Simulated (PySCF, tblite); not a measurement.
# C₅H₈BrN₃: geometry, infrared bands and NMR shifts

What infrared bands and NMR shifts should C₅H₈BrN₃ (`CC(C)n1cc(Br)nn1`) show?

Computed with tblite 0.8.0 and PySCF 2.14.0, with density-fitted response routines of our own, on a single molecule in the gas phase. Atoms are numbered from 0 throughout.

## 1. Starting geometry

17 atoms, charge 0, multiplicity 1; geometry from: force field or distance geometry start.

Bonds of the start (Å): C0–C1 1.52, C1–C2 1.50, C1–N3 1.45, N3–C4 1.34, C4–C5 1.40, C5–Br6 1.91, C5–N7 1.34, N7–N8 1.33, N8–N3 1.34, C0–H9 1.11, C0–H10 1.11, C0–H11 1.11, C1–H12 1.10, C2–H13 1.13, C2–H14 1.08, C2–H15 1.13, C4–H16 1.06.

## 2. Geometry optimisation with GFN2-xTB

The job: settings as JSON, then the geometry in Å.

```
{"job": {"kind": "relax", "xc": "GFN2-xTB", "basis": "xTB"}, "charge": 0, "multiplicity": 1}
C     -1.457000     0.966500    -0.851400
C     -0.878200    -0.291300    -0.225100
C     -1.306500    -0.434500     1.207800
N      0.559100    -0.315200    -0.421200
C      1.500500    -0.063200     0.491300
C      2.717000    -0.220500    -0.185000
Br     4.461600     0.019800     0.564600
N      2.421400    -0.564300    -1.441400
N      1.099300    -0.639300    -1.600900
H     -1.310800     0.942900    -1.956400
H     -2.540600     1.054800    -0.618900
H     -0.858700     1.822600    -0.467300
H     -1.326200    -1.141400    -0.768900
H     -1.931100     0.467000     1.494000
H     -0.519000    -0.502400     1.947300
H     -2.015100    -1.306600     1.312900
H      1.377300     0.217200     1.508500
```

On the command line:

```bash
$ OMP_NUM_THREADS=1 python probes_run.py task.json out
```

This one command runs all jobs of the session in turn.

The log of the run:

```text
step      E/eV     max force
  0    -751.15900    2.897
  1    -751.38537    0.782
  2    -751.42461    0.567
  3    -751.45647    0.322
  4    -751.47032    0.272
  5    -751.48235    0.275
  6    -751.48950    0.253
  7    -751.49595    0.241
  8    -751.50137    0.254
  9    -751.50584    0.148
 10    -751.50912    0.146
 11    -751.51244    0.172
 12    -751.51614    0.217
 13    -751.51970    0.158
 14    -751.52266    0.142
 15    -751.52537    0.130
 16    -751.52840    0.207
 17    -751.53173    0.175
 18    -751.53489    0.178
 19    -751.53791    0.147
 20    -751.54134    0.218
 21    -751.54577    0.267
 22    -751.55134    0.211
 23    -751.55734    0.184
 24    -751.56263    0.176
 25    -751.56661    0.169
 26    -751.56997    0.130
 27    -751.57376    0.179
 28    -751.57882    0.186
 29    -751.58373    0.235
 30    -751.58900    0.335
 31    -751.59415    0.223
 32    -751.60168    0.154
 33    -751.60701    0.248
 34    -751.61865    0.328
 35    -751.62660    0.228
 36    -751.63139    0.286
 37    -751.62630    0.471
 38    -751.63985    0.150
 39    -751.64271    0.133
 40    -751.64934    0.163
 41    -751.65082    0.133
 42    -751.65656    0.113
 43    -751.66142    0.177
 44    -751.66555    0.175
 45    -751.66783    0.110
 46    -751.67053    0.116
 47    -751.67228    0.186
 48    -751.67502    0.161
 49    -751.67822    0.113
 50    -751.68170    0.128
 51    -751.68304    0.110
 52    -751.68531    0.111
 53    -751.68676    0.107
 54    -751.68810    0.083
 55    -751.68912    0.082
 56    -751.69034    0.085
 57    -751.69135    0.077
 58    -751.69247    0.067
 59    -751.69334    0.063
 60    -751.69397    0.052
 61    -751.69441    0.052
 62    -751.69484    0.051
 63    -751.69529    0.049
 64    -751.69576    0.055
 65    -751.69628    0.060
 66    -751.69683    0.053
 67    -751.69730    0.045
 68    -751.69761    0.037
 69    -751.69784    0.036
 70    -751.69816    0.039
 71    -751.69859    0.044
 72    -751.69901    0.044
 73    -751.69928    0.032
 74    -751.69947    0.033
 75    -751.69964    0.030
 76    -751.69980    0.035
 77    -751.69999    0.038
 78    -751.70021    0.037
 79    -751.70045    0.043
 80    -751.70068    0.035
 81    -751.70087    0.032
 82    -751.70098    0.028
 83    -751.70107    0.028
 84    -751.70116    0.029
 85    -751.70126    0.028
 86    -751.70136    0.025
 87    -751.70146    0.025
 88    -751.70159    0.030
 89    -751.70177    0.040
 90    -751.70204    0.063
 91    -751.70245    0.074
 92    -751.70293    0.061
 93    -751.70335    0.039
 94    -751.70360    0.032
 95    -751.70377    0.028
 96    -751.70391    0.028
 97    -751.70405    0.026
 98    -751.70414    0.018
 99    -751.70420    0.017
100    -751.70424    0.017
101    -751.70427    0.014
102    -751.70432    0.021
103    -751.70439    0.030
104    -751.70451    0.032
105    -751.70470    0.035
106    -751.70495    0.039
107    -751.70518    0.033
108    -751.70536    0.032
109    -751.70550    0.035
110    -751.70562    0.035
111    -751.70562    0.048
112    -751.70577    0.022
113    -751.70580    0.019
114    -751.70586    0.013
115    -751.70587    0.010
116    -751.70590    0.007
```

Wall time 0.92 s (1 thread of Arm Neoverse V1, shared host).

The steps of the relaxation: (not every step is listed)

```csv
step,energy from step 0 (eV),largest force (eV/Å)
0,0.0000,2.8968
1,-0.2264,0.7824
2,-0.2656,0.5667
3,-0.2975,0.3217
4,-0.3113,0.2719
5,-0.3234,0.2754
6,-0.3305,0.2526
7,-0.3370,0.2409
8,-0.3424,0.2537
18,-0.3759,0.1778
28,-0.4198,0.1855
38,-0.4809,0.1499
48,-0.5160,0.1606
58,-0.5335,0.0670
68,-0.5386,0.0365
78,-0.5412,0.0367
88,-0.5426,0.0295
98,-0.5451,0.0184
108,-0.5464,0.0320
111,-0.5466,0.0485
112,-0.5468,0.0216
113,-0.5468,0.0190
114,-0.5469,0.0132
115,-0.5469,0.0099
116,-0.5469,0.0073
```

Distances of close pairs at the start and the end, largest changes first:

```csv
bond,before (Å),after (Å),change (Å)
N7–N8,1.334,1.278,-0.056
C2–H13,1.133,1.088,-0.046
C5–Br6,1.914,1.870,-0.044
C2–H15,1.129,1.086,-0.042
C0–H9,1.115,1.087,-0.027
C0–H10,1.112,1.086,-0.026
C0–H11,1.113,1.088,-0.025
C1–C2,1.502,1.526,+0.024
```

The final coordinates are the input of the step that follows.

## 3. Harmonic vibrations with GFN2-xTB

The job: settings as JSON, then the geometry in Å.

```
{"job": {"kind": "ir", "xc": "GFN2-xTB", "basis": "xTB"}, "charge": 0, "multiplicity": 1}
C     -1.386238     1.033109    -0.751620
C     -0.897450    -0.327406    -0.261200
C     -1.361517    -0.620734     1.163022
N      0.543873    -0.391259    -0.340502
C      1.464778     0.363132     0.293644
C      2.665289    -0.132383    -0.176508
Br     4.393020     0.434366     0.261770
N      2.411122    -1.127982    -1.041339
N      1.144078    -1.270144    -1.129229
H     -1.013150     1.232948    -1.753363
H     -2.471942     1.044532    -0.778538
H     -1.048419     1.825963    -0.088114
H     -1.249410    -1.114455    -0.936633
H     -1.011236     0.146049     1.850123
H     -0.985410    -1.585370     1.494988
H     -2.446923    -0.642638     1.196207
H      1.242539     1.144301     0.987382
```

The log of the run:

```text
mode    cm-1     km/mol
  1      41.4      3.56
  2      86.8      2.25
  3     124.7      0.14
  4     187.9      0.06
  5     218.8      0.03
  6     230.7      1.58
  7     264.3      3.00
  8     310.0      1.20
  9     353.8      4.09
 10     422.4      2.44
 11     493.0      1.67
 12     639.5      0.51
 13     680.6      0.41
 14     689.4      0.78
 15     763.0      7.00
 16     926.2      0.96
 17     949.2      2.67
 18     967.6     16.89
 19     976.0      0.32
 20    1029.5     27.20
 21    1048.7     17.19
 22    1111.9     20.54
 23    1144.0      7.99
 24    1170.0      5.34
 25    1220.2     10.62
 26    1277.2     24.92
 27    1299.2      2.19
 28    1321.3     59.49
 29    1355.7     72.10
 30    1402.9     10.65
 31    1414.7     14.89
 32    1440.6     25.74
 33    1453.5      2.29
 34    1481.8      1.02
 35    1484.8      2.16
 36    1492.0      6.65
 37    1496.1     10.00
 38    2957.1      8.23
 39    3039.1      1.19
 40    3044.0     45.23
 41    3046.1     16.79
 42    3047.9     14.91
 43    3057.7      3.40
 44    3061.5     36.66
 45    3206.8      5.67
```

Run time: 0.64 s. Hardware: 1 thread of Arm Neoverse V1, shared host.

Which atoms move in the most intense modes:

```csv
cm⁻¹,km/mol,atoms
1030,27.2,"N8 24 %, C4 21 %, N3 11 %"
1112,20.5,"H12 23 %, C4 19 %, C1 16 %"
1277,24.9,"N7 44 %, C5 30 %, N8 16 %"
1321,59.5,"H12 37 %, C1 17 %, N8 12 %, N3 10 %"
1356,72.1,"C5 26 %, N8 24 %, N7 20 %"
1441,25.7,"N3 40 %, C4 20 %, C5 19 %"
3044,45.2,"H13 52 %, H11 38 %"
3062,36.7,"H10 48 %, H15 45 %"
```

## 4. Shielding tensors: PBE0/pcSseg-1

The job, as its differences from that of step 3:

```diff
@@ -1,2 +1,2 @@
-{"job": {"kind": "ir", "xc": "GFN2-xTB", "basis": "xTB"}, "charge": 0, "multiplicity": 1}
+{"job": {"kind": "nmr", "xc": "PBE0", "basis": "pcSseg-1"}, "charge": 0, "multiplicity": 1}
 C     -1.386238     1.033109    -0.751620
```

With the program's defaults for keys left out, this is: GIAO PBE0/pcSseg-1 NMR shielding, non-relativistic, gas phase.

The log of the run:

```text
coarse grid: 68368 points
cycle   1  E = -2932.6252503250  dE =  4.095e-01  |g| = 8.351e-01  |ddm| = 4.024e+00
cycle   2  E = -2932.5825574285  dE =  4.269e-02  |g| = 7.762e-01  |ddm| = 1.055e+00
cycle   3  E = -2932.6647401095  dE = -8.218e-02  |g| = 3.514e-01  |ddm| = 8.254e-01
cycle   4  E = -2932.6881858889  dE = -2.345e-02  |g| = 9.105e-02  |ddm| = 3.181e-01
cycle   5  E = -2932.6899025707  dE = -1.717e-03  |g| = 2.438e-02  |ddm| = 1.000e-01
cycle   6  E = -2932.6900324516  dE = -1.299e-04  |g| = 5.845e-03  |ddm| = 2.388e-02
cycle   7  E = -2932.6900390422  dE = -6.591e-06  |g| = 1.752e-03  |ddm| = 5.853e-03
final grid: 145072 points
cycle   8  E = -2932.6900834343  dE =  1.002e-06  |g| = 2.721e-03  |ddm| = 4.397e-03
cycle   9  E = -2932.6900796823  dE =  3.752e-06  |g| = 4.841e-03  |ddm| = 6.658e-03
cycle  10  E = -2932.6900851436  dE = -5.461e-06  |g| = 4.897e-04  |ddm| = 4.391e-03
cycle  11  E = -2932.6900851957  dE = -5.206e-08  |g| = 7.337e-05  |ddm| = 3.866e-04
cycle  12  E = -2932.6900851967  dE = -9.668e-10  |g| = 1.242e-05  |ddm| = 5.688e-05
converged SCF energy = -2932.6900851967

GIAO shielding tensors (ppm)
atom      isotropic    diamagn.    paramagn.     s11        s22        s33       span
  0 C      160.579     248.076     -87.497    145.051    152.003    184.682     39.630
  1 C      132.689     243.438    -110.748    111.523    123.591    162.953     51.430
  2 C      160.932     247.990     -87.058    145.691    152.297    184.808     39.117
  3 N      -20.221     330.036    -350.257   -156.979     -9.312    105.629    262.608
  4 C       60.158     251.370    -191.213    -23.436     56.811    147.099    170.535
  5 C       42.567     256.517    -213.950    -27.958     70.721     84.939    112.897
  6 Br    2191.019    3120.355    -929.336   1669.201   1957.080   2946.776   1277.575
  7 N     -114.650     329.199    -443.849   -345.533   -163.288    164.872    510.406
  8 N     -132.577     317.698    -450.275   -375.106   -121.631     99.005    474.110
  9 H       30.095      30.007       0.088     26.105     28.102     36.078      9.973
 10 H       30.278      29.464       0.814     26.247     27.224     37.363     11.116
 11 H       30.301      31.079      -0.778     26.322     29.827     34.755      8.433
 12 H       26.804      31.096      -4.292     23.297     25.551     31.564      8.267
 13 H       30.291      31.059      -0.768     26.251     29.845     34.776      8.526
 14 H       30.062      29.943       0.119     26.082     27.978     36.125     10.043
 15 H       30.276      29.436       0.840     26.244     27.255     37.329     11.085
 16 H       24.160      32.173      -8.014     20.826     21.728     29.925      9.099
```

Wall time 43 s (1 thread of Arm Neoverse V1, shared host); peak memory 0.89 GiB.

Shifts follow as δ = σ(reference) − σ, with reference shieldings (ppm) from runs at the same level and on the same kind of geometry: 1H TMS 31.72, 13C TMS 186.9, 15N NH3 267.7, 79Br HBr 2622. The references are single molecules in the gas phase, so shifts against H2O, NH3, PH3, H3PO4 or CFCl3 are not on the usual liquid scales and can be off by tens of ppm. Atoms listed in one row are averaged.

```csv
atoms,environment,σ (ppm),δ (ppm),δ scaled to CDCl3
C5,aromatic carbon bearing bromine,42.6,144.4,124.1
C4,aromatic CH next to a ring nitrogen,60.2,126.8,121.8
C1,sp3 CH bonded to N,132.7,54.2,51.0
"C0, C2",methyl carbon,160.8,26.2,23.6
H16,hydrogen on an aromatic CH next to a ring nitrogen,24.16,7.56,7.23
H12,hydrogen on an sp3 CH bonded to N,26.80,4.91,4.74
"H9, H10, H11, H13, H14, H15",hydrogen on a methyl carbon,30.22,1.50,1.52
N8,pyridine-type nitrogen of an azole,-132.6,400.3,–
N7,pyridine-type nitrogen of an azole,-114.6,382.4,–
N3,pyrrole-type ring nitrogen,-20.2,287.9,–
Br6,bromine bonded to C,2191,431,–
```

The scaled column applies a straight-line fit of computed shieldings to shifts measured in CDCl3, with any fitted terms for Cl, Br or S neighbours (root-mean-square error 0.16 ppm for H, 1.9 ppm for C).

The run also stored atomic charges by several schemes (e):

```csv
atoms,Mulliken,IAO,Hirshfeld,ESP fit
"C0, C2",-0.21,-0.43,-0.12,-0.46
C1,-0.10,0.00,0.04,0.20
N3,-0.42,0.04,0.05,0.76
C4,0.22,-0.15,-0.03,-0.44
C5,0.07,-0.04,-0.01,0.09
Br6,-0.07,0.05,-0.01,-0.03
N7,-0.25,-0.19,-0.15,-0.19
N8,-0.02,-0.11,-0.07,-0.44
```

Mayer bond orders: C0–C1 1.03, C1–C2 1.03, C1–N3 0.83, N3–C4 1.15, C4–C5 1.34, C5–Br6 1.03, C5–N7 1.34, N7–N8 1.46, N8–N3 1.19.

Ring of atoms N3, C4, C5, N7, N8: NICS(0) -13.0, NICS(1) -12.6, NICS(1)zz -30.7 ppm (means of both faces).

## 5. Outcome

| quantity | value |
| --- | --- |
| strongest single infrared mode (GFN2-xTB) | 1356 cm⁻¹, 72 km/mol |
| zero-point energy (GFN2-xTB) | 82.1 kcal/mol |
| 13C shifts against TMS (PBE0/pcSseg-1, means over atoms taken as alike) | 144.4, 126.8, 54.2, 26.2 ppm |
| 1H shifts against TMS (PBE0/pcSseg-1, means over atoms taken as alike) | 7.56, 4.91, 1.50 ppm |
| 15N shifts against NH3 (PBE0/pcSseg-1) | 400.3, 382.4, 287.9 ppm |
| 79Br shifts against HBr (PBE0/pcSseg-1) | 431 ppm |

**Reading.** Relaxing lowered the energy by 0.547 eV in 116 steps; the close pair that moved most is N7–N8, from 1.334 to 1.278 Å. All 45 modes are real, so the xTB geometry is a minimum. The strongest single mode, at 1356 cm⁻¹, has its largest shares on C5, N8 and N7 (the list is cut at 3 atoms). Unscaled tight-binding wavenumbers are off by several per cent, some by more. Its intensities can rank the bands wrongly. C5 stands next to heavy halogen, whose spin-orbit shielding this run leaves out, so the computed shift lies too far downfield, most of all for carbon beside Br or I. At PBE0/pcSseg-1: Shielding is most anisotropic at Br6 (span 1278 ppm, paramagnetic term -929 ppm). NICS(1)zz of -31 ppm above the planar ring from N3 marks a diatropic (aromatic) ring current. Spin-orbit coupling is left out, which matters for shieldings and couplings at and beside the heavy atoms.
